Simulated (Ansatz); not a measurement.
# Zr2C3: the cost of one run

Program: Ansatz 0.2.0. Level of theory: DFT PBE, scalar-relativistic, plane waves, PAW. These are calculated values, not measurements.

## Step 1: The structure to begin with

Symmetry: P321, No. 150, trigonal system. Conventional cell: a = 3.377 Å, b = 3.377 Å, c = 5.259 Å, α = 90.00°, β = 90.00°, γ = 120.00°. Around Zr (site symmetry 3) lie 3 C at 1.84 Å. Around C (site symmetry 2) lie 2 C at 1.46 Å and 2 Zr at 1.84 Å.

Structure file:

```cif
data_structure
_symmetry_space_group_name_H-M 'P321'
_symmetry_Int_Tables_number 150
_cell_length_a 3.3770
_cell_length_b 3.3770
_cell_length_c 5.2589
_cell_angle_alpha 90.000
_cell_angle_beta 90.000
_cell_angle_gamma 120.000
_cell_volume 51.94
loop_
_atom_site_label
_atom_site_type_symbol
_atom_site_symmetry_multiplicity
_atom_site_Wyckoff_symbol
_atom_site_fract_x
_atom_site_fract_y
_atom_site_fract_z
_atom_site_occupancy
Zr1 Zr 2 d 0.33333 0.66667 0.25000 1
C1 C 3 e 0.25000 0.25000 0.00000 1
```

(A quick probe on a coarse mesh, which set the mesh and smearing, is not shown.)

## Step 3: A loose first relaxation

input.yaml reads:

```yaml
crystal:
  lattice:
    - [3.3770498068, 0.0, 0.0]
    - [-1.6885249034, 2.9246109225, 0.0]
    - [0.0, 0.0, 5.2589171619]
  atoms:
    - { symbol: Zr, position: [0.3333333333, 0.6666666667, 0.25] }
    - { symbol: Zr, position: [0.6666666667, 0.3333333333, 0.75] }
    - { symbol: C, position: [0.25, 0.25, 0.0] }
    - { symbol: C, position: [0.75, 0.0, 0.0] }
    - { symbol: C, position: [0.0, 0.75, 0.0] }
basis:
  ecutwfc: 420
kpoints:
  mp_grid: { grid: [6, 6, 4] }
hamiltonian:
  xc: pbe
scf:
  occupations: { method: gaussian, width: 0.1 }
  lower_state_search: "off"
output:
  forces: true
  stress: true
  eigenvalues: true
relax:
  adjacent_minimum: "off"
  f_tol: 0.04
  max_steps: 70
  cell: { stress_tol: 0.4 }
```

The run is started by

```sh
$ ansatz run input.yaml --threads 1 --pin off --max-ram 2560MiB --backend cpu --events-out ev --progress --plain --runs-dir out
```

**Question.** How long does this run take on 1 thread of Intel Xeon 6975P-C (Granite Rapids), shared host, and how much memory does it need?

About 28 s, with a peak of 0.4 GiB.
